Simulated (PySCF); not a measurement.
# CH7B2FN2: the cost of one run

Programs: PySCF 2.14.0, with density-fitted response routines of our own. Each step states its level of theory. These are calculated values for one molecule in the gas phase, unless marked as measured. Atoms are numbered from 0 throughout.

**1. The starting structure**

13 atoms, charge 0, multiplicity 1; geometry from: GFN2-xTB. The atoms were then displaced at random by about 0.01 Å, so the start is not that level's minimum.

Bonds of the start (Å): B0–N1 1.37, N1–C2 1.47, N1–B3 1.48, B3–N4 1.35, B3–F5 1.35, B0–H6 1.19, B0–H7 1.19, C2–H8 1.08, C2–H9 1.11, C2–H10 1.07, N4–H11 1.00, N4–H12 0.98.

**2. Optimising the geometry at PBE0-D3(BJ)/def2-SVP**

What the job is given:

```
{"job": {"xc": "PBE0", "basis": "def2-SVP", "d3": "d3bj", "grid": 1, "shake": 0.01, "kind": "geom"}, "charge": 0, "multiplicity": 1}
B     -0.533730     1.129050    -0.932750
N     -0.377560     0.031660    -0.125790
C     -1.515080    -0.848430     0.179190
B      0.919280    -0.350910     0.470280
N      2.091520     0.309440     0.316850
F      0.893770    -1.453070     1.241690
H     -1.607270     1.386330    -1.370880
H      0.369790     1.857770    -1.184720
H     -1.299350    -1.848670    -0.162830
H     -1.640680    -0.910380     1.278260
H     -2.412530    -0.470810    -0.264450
H      2.210240     1.147180    -0.216300
H      2.907430     0.003970     0.761140
```

The run is started by

```
OMP_NUM_THREADS=1 python probes_run.py task.json out
```

The driver reads the jobs from task.json and runs them one after another.

**Question.** How long does this first job take on 1 thread of Intel Xeon 6975P-C, shared host, and how much memory does it need?

About 21 s, with a peak of 0.52 GiB.
